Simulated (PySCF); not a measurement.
# FBSeH2 in PySCF: a series of runs

The runs below take FBSeH2 through atomic charges, with B97-D, r2SCAN+D3(BJ), PBEsol0.

Program: PySCF 2.14.0. These are calculated values, not measurements. Logs are shortened: lines on timing, memory, paths and dates and some standing lists are left out, and cuts for length are marked.

### Step 1. The structure

The cell holds a molecule in a box, 5 atoms: a = 12.000 Å, b = 13.000 Å, c = 11.000 Å, α = 90.00°, β = 90.00°, γ = 90.00°.

### Step 2. Atomic charges, B97-D

The input, run.py:

```python
import json
import numpy as np
from pyscf.pbc import gto, scf, dft, df

cell = gto.Cell()
cell.a = '''
 12.0000000000    0.0000000000    0.0000000000
  0.0000000000   13.0000000000    0.0000000000
  0.0000000000    0.0000000000   11.0000000000'''
cell.atom = '''
F    5.7294500400    4.8649000400    6.3249000100
B    5.7378500400    5.9599000500    5.5876000400
Se   7.1175500400    7.2721000300    5.9268000000
H    4.9084500000    6.1127999400    4.7431000100
H    6.6333500400    8.1770999700    4.8792000400'''
cell.unit = 'A'
cell.basis = 'def2-svp'
cell.exp_to_discard = 0
cell.precision = 1e-08
cell.max_memory = 2520  # MB
cell.verbose = 4
cell.build()

res = {}
kpts = cell.make_kpts([1, 1, 1])
mf = dft.KRKS(cell, kpts, xc='GGA_XC_B97_D')
mf = mf.density_fit()
mf.with_df._cderi = 'cderi.h5'  # three-centre integrals saved by an earlier run on this cell, basis and mesh
mf.conv_tol = 1e-07
mf.max_cycle = 60

mf.kernel()
res.update(converged=bool(mf.converged), e_tot=mf.e_tot, nelec=cell.nelectron, nao=cell.nao, mesh=list(map(int, cell.mesh)), a=cell.lattice_vectors().tolist(), coords=cell.atom_coords().tolist(),
           mo_energy=[np.real(x).tolist() for x in mf.mo_energy], mo_occ=[np.real(x).tolist() for x in mf.mo_occ])
res.update(kpts=cell.get_scaled_kpts(kpts).tolist())
res['parts'] = {k: float(np.real(v)) for k, v in mf.scf_summary.items() if np.isscalar(v)}
json.dump(res, open('results.json', 'w'))
if not mf.converged:
    raise SystemExit('SCF not converged')

print('levels (eV)')
for i, kp in enumerate(res['kpts'][:40]):
    print('k %7.4f %7.4f %7.4f  ' % tuple(kp), ' '.join('%.3f' % (x * 27.211386) for x in res['mo_energy'][i][:30]))

# Mulliken populations
dm, s = np.asarray(mf.make_rdm1()), np.asarray(mf.get_ovlp())
sites = cell.aoslice_by_atom()[:, 2:]
tot = np.einsum('kij,kji->i', dm, s).real / len(kpts)
res['mulliken'] = [cell.atom_charge(i) - tot[a0:a1].sum() for i, (a0, a1) in enumerate(sites)]
print('Mulliken charges', np.round(res['mulliken'], 5))
res['meta_lowdin'] = mf.mulliken_meta()[1].tolist()
res['done'] = True
json.dump(res, open('results.json', 'w'))
```

Potentials or basis: def2-svp (all-electron).

Launch:

```
OMP_NUM_THREADS=2 python -u run.py > log
```

Output:

```text
Discarded 0 diffused primitive functions, 0 contracted functions

PySCF version 2.14.0

[INPUT] verbose = 4
[INPUT] num. atoms = 5
[INPUT] num. electrons = 50
[INPUT] charge = 0
[INPUT] spin (= nelec alpha-beta = 2S) = 0
[INPUT] symmetry False subgroup None
[INPUT] Mole.unit = A
[INPUT] Symbol           X                Y                Z      unit          X                Y                Z       unit  Magmom
[INPUT]  1 F      5.729450040000   4.864900040000   6.324900010000 AA   10.827091419978   9.193328698986  11.952328784159 Bohr   0.0
[INPUT]  2 B      5.737850040000   5.959900050000   5.587600040000 AA   10.842965119425  11.262578824282  10.559033769209 Bohr   0.0
[INPUT]  3 Se     7.117550040000   7.272100030000   5.926800000000 AA   13.450220253487  13.742277407141  11.200028795072 Bohr   0.0
[INPUT]  4 H      4.908450000000   6.112799940000   4.743100010000 AA    9.275626196121  11.551517740858   8.963160000322 Bohr   0.0
[INPUT]  5 H      6.633350040000   8.177099970000   4.879200040000 AA   12.535214863973  15.452479436489   9.220351782567 Bohr   0.0

nuclear repulsion = -5.8317801636104
number of shells = 30
number of NR pGTOs = 136
number of NR cGTOs = 70
basis = def2-svp
ecp = {}
lattice vectors  a1 [22.676713495, 0.000000000, 0.000000000]
                 a2 [0.000000000, 24.566439619, 0.000000000]
                 a3 [0.000000000, 0.000000000, 20.786987370]
dimension = 3
low_dim_ft_type = None
Cell volume = 11580.1
exp_to_discard = 0
rcut = 24.39199581958808 (nimgs = [2 1 2])
precision = 1e-08
pseudo = None
ke_cutoff = 6972809.10771227
    = [26957 29203 24711] mesh (19453123671681 PWs)

******** <class 'pyscf.pbc.dft.krks.KRKS'> ********
method = KRKS
initial guess = minao
damping factor = 0
level_shift factor = 0
DIIS = <class 'pyscf.scf.diis.CDIIS'>
diis_start_cycle = 1
diis_space = 8
diis_damp = 0
SCF conv_tol = 1e-07
SCF conv_tol_grad = None
SCF max_cycles = 60
direct_scf = True
direct_scf_tol = 1e-13

******** PBC SCF flags ********
N kpts = 1
Exchange divergence treatment (exxdiv) = ewald
    madelung (= occupied orbital energy shift) = 0.12451564812305668
    Total energy shift due to Ewald probe charge = -1/2 * Nelec*madelung = -3.11289120308
DF object = <pyscf.pbc.df.df.GDF object>
XC functionals = GGA_XC_B97_D
small_rho_cutoff = 0
radial grids:
    Treutler-Ahlrichs [JCP 102, 346 (1995); DOI:10.1063/1.469408] (M4) radial grids

becke partition: Becke, JCP 88, 2547 (1988); DOI:10.1063/1.454033
pruning grids: <function nwchem_prune>
grids dens level: 3
symmetrized grids: False
atomic radii adjust function: <function treutler_atomic_radii_adjust>
Set gradient conv threshold to 0.000316228

******** <class 'pyscf.pbc.df.rsdf_builder._RSNucBuilder'> ********
mesh = [45 47 41] (86715 PWs)
ke_cutoff = 17.302185920816544
omega = 0.5229654415994075
exclude_d_aux = False
exclude_dd_block = True
j2c_eig_always = False
has_long_range = True
tot grids = 68330
cell vol = 11580.142  sum(weights) = 11572.9204
nelec by numeric integration = 50.00000009309342
init E= -2528.53674393092
  HOMO = -0.25921888882  LUMO = -0.0721539545466  gap/eV = 5.09030
nelec by numeric integration = 49.99999932376155
cycle= 1 E= -2528.24738277263  delta_E= 0.289  |g|= 0.472  |ddm|= 2.35
  HOMO = -0.203339880096  LUMO = -0.0165111386631  gap/eV = 5.08387
nelec by numeric integration = 49.99999923547414
cycle= 2 E= -2528.10789902852  delta_E= 0.139  |g|= 1.02  |ddm|= 1.32
  HOMO = -0.213269888601  LUMO = -0.0336909858291  gap/eV = 4.88659
nelec by numeric integration = 49.99999914652371
cycle= 3 E= -2528.28541615889  delta_E= -0.178  |g|= 0.0655  |ddm|= 0.939
  HOMO = -0.229071286864  LUMO = -0.0396149570387  gap/eV = 5.15537
nelec by numeric integration = 49.99999925528064
cycle= 4 E= -2528.28643978866  delta_E= -0.00102  |g|= 0.0401  |ddm|= 0.151
  HOMO = -0.225491065349  LUMO = -0.0404775716263  gap/eV = 5.03447
nelec by numeric integration = 49.99999920792127
cycle= 5 E= -2528.28681620703  delta_E= -0.000376  |g|= 0.00742  |ddm|= 0.0555
  HOMO = -0.224975341406  LUMO = -0.0392464999512  gap/eV = 5.05394
nelec by numeric integration = 49.999999208353124
cycle= 6 E= -2528.28682696523  delta_E= -1.08e-05  |g|= 0.00373  |ddm|= 0.012
  HOMO = -0.224967360564  LUMO = -0.0396023218549  gap/eV = 5.04404
nelec by numeric integration = 49.99999920912391
cycle= 7 E= -2528.28683212049  delta_E= -5.16e-06  |g|= 0.000482  |ddm|= 0.00516
  HOMO = -0.224983436086  LUMO = -0.0395889336751  gap/eV = 5.04484
nelec by numeric integration = 49.99999920915196
cycle= 8 E= -2528.28683217733  delta_E= -5.68e-08  |g|= 0.000141  |ddm|= 0.000621
  HOMO = -0.224980953436  LUMO = -0.039598027478  gap/eV = 5.04453
nelec by numeric integration = 49.99999920915256
Extra cycle  E= -2528.2868321698  delta_E= 7.54e-09  |g|= 0.000225  |ddm|= 0.000456
converged SCF energy = -2528.2868321698
levels (eV)
k  0.0000  0.0000  0.0000   -12298.096 -1564.662 -1407.139 -1407.119 -1407.105 -660.181 -206.151 -179.750 -151.750 -151.614 -151.530 -54.889 -54.861 -54.787 -54.687 -54.685 -29.823 -17.691 -13.209 -11.344 -10.825 -10.240 -9.157 -7.134 -6.122 -1.078 -0.291 2.059 2.791 4.601
Mulliken charges [-0.07342  0.11792 -0.04115 -0.05009  0.04673]
 ** Mulliken pop on meta-lowdin orthogonal AOs **
 ** Mulliken pop  **
pop of  0 F 1s            1.99995
pop of  0 F 2s            1.75850
pop of  0 F 3s            0.00278
pop of  0 F 2px           1.87859
pop of  0 F 2py           1.77066
pop of  0 F 2pz           1.81576
pop of  0 F 3px           0.00170
pop of  0 F 3py           0.00103
pop of  0 F 3pz           0.00106
pop of  0 F 3dxy          0.00063
pop of  0 F 3dyz          0.00282
pop of  0 F 3dz^2         0.00059
pop of  0 F 3dxz          0.00027
pop of  0 F 3dx2-y2       0.00172
pop of  1 B 1s            1.99966
pop of  1 B 2s            0.84747
pop of  1 B 3s            0.00837
pop of  1 B 2px           0.72826
pop of  1 B 2py           0.55721
pop of  1 B 2pz           0.62989
pop of  1 B 3px           0.01391
pop of  1 B 3py           0.01736
pop of  1 B 3pz           0.01196
pop of  1 B 3dxy          0.00415
pop of  1 B 3dyz          0.00246
pop of  1 B 3dz^2         0.00234
pop of  1 B 3dxz          0.00163
pop of  1 B 3dx2-y2       0.00234
pop of  2 Se 1s           2.00000
pop of  2 Se 2s           1.99996
pop of  2 Se 3s           1.99967
pop of  2 Se 4s           1.72080
pop of  2 Se 5s           0.00648
pop of  2 Se 2px          1.99999
pop of  2 Se 2py          1.99999
pop of  2 Se 2pz          1.99999
pop of  2 Se 3px          1.99989
pop of  2 Se 3py          1.99987
pop of  2 Se 3pz          1.99988
pop of  2 Se 4px          1.54198
pop of  2 Se 4py          1.22496
pop of  2 Se 4pz          1.46598
pop of  2 Se 5px          0.00354
pop of  2 Se 5py          0.01091
pop of  2 Se 5pz          0.00499
pop of  2 Se 3dxy         1.99986
pop of  2 Se 3dyz         1.99986
pop of  2 Se 3dz^2        1.99989
pop of  2 Se 3dxz         1.99989
pop of  2 Se 3dx2-y2      1.99989
pop of  2 Se 4dxy         0.00364
pop of  2 Se 4dyz         0.00339
pop of  2 Se 4dz^2        0.00237
pop of  2 Se 4dxz         0.00351
pop of  2 Se 4dx2-y2      0.00184
pop of  2 Se 5dxy         0.00017
pop of  2 Se 5dyz         0.00024
pop of  2 Se 5dz^2        0.00008
pop of  2 Se 5dxz         0.00007
pop of  2 Se 5dx2-y2      0.00010
pop of  3 H 1s            1.00018
pop of  3 H 2s            0.00768
pop of  3 H 2px           0.00113
pop of  3 H 2py           0.00017
pop of  3 H 2pz           0.00106
pop of  4 H 1s            0.92022
pop of  4 H 2s            0.00826
pop of  4 H 2px           0.00081
pop of  4 H 2py           0.00154
pop of  4 H 2pz           0.00220
 ** Mulliken atomic charges  **
charge of    0F =     -0.23606
charge of    1B =      0.17300
charge of    2Se =      0.00630
charge of    3H =     -0.01022
charge of    4H =      0.06697
```

Wall time 14 s (2 threads of Intel Xeon at 2.70GHz, shared host); peak memory 1.9 GiB.

What came out:

* Free energy: -68798.1895 eV
* Gap between the frontier levels: 5.04 eV
* Meta-löwdin charges: F -0.24; B +0.17; Se +0.01; H -0.01, +0.07 e

Caveat: this functional is defined with a dispersion term, which the run leaves out; this is a molecule in a periodic box at the Γ point, so its band gap is the HOMO-LUMO gap; population charges move with the basis; relativity is left out, which matters for the heavier elements; the basis of atomic orbitals isn't converged, which shifts pressures, moduli and gaps.

### Step 3. Atomic charges, r2SCAN+D3(BJ)

run.py: that of step 2 with these lines changed.

```diff
@@ -24,4 +24,9 @@
 res = {}
+from pyscf.dispersion import dftd3
+d = dftd3.DFTD3Dispersion(cell, xc='r2scan', version='d3bj', atm=False).get_dispersion(grad=True)
+print('dispersion energy = %.10f' % d['energy'])
+res['e_disp'] = float(d['energy'])
+
 kpts = cell.make_kpts([1, 1, 1])
-mf = dft.KRKS(cell, kpts, xc='GGA_XC_B97_D')
+mf = dft.KRKS(cell, kpts, xc='r2scan')
 mf = mf.density_fit()
```

Potentials or basis: def2-svp (all-electron).

Launch:

```
OMP_NUM_THREADS=2 python -u run.py > log
```

Run time: 17 s. Hardware: 2 threads of Intel Xeon at 2.70GHz, shared host; peak memory 1.9 GiB.

It converged, with:

```
Free energy                     : -68764.9077 eV
Gap between the frontier levels : 5.55 eV
Meta-löwdin charges             : F -0.24; B +0.18; Se -0.01; H -0.01, +0.08 e
Dispersion energy per atom      : -0.004 eV
```

Levels at points of the mesh, in eV from the valence-band top:
```tsv
k point	band 20	band 21	band 22	band 23	band 24	band 25	band 26	band 27	band 28	band 29
(0.00, 0.00, 0.00)	-5.41	-4.83	-4.25	-3.08	-0.98	0.00	5.55	6.46	8.96	9.83
```

Caveat: these D3(BJ) parameters were fitted with the three-body term, which the run leaves out; this is a molecule in a periodic box at the Γ point, so its band gap is the HOMO-LUMO gap; the energy listed adds the dispersion energy to the SCF energy of the log; population charges move with the basis; relativity is left out, which matters for the heavier elements; the basis of atomic orbitals isn't converged, which shifts pressures, moduli and gaps. r2SCAN opens gaps a little over a GGA but as a rule still falls short of measured ones.

[end of part 1 of 2]
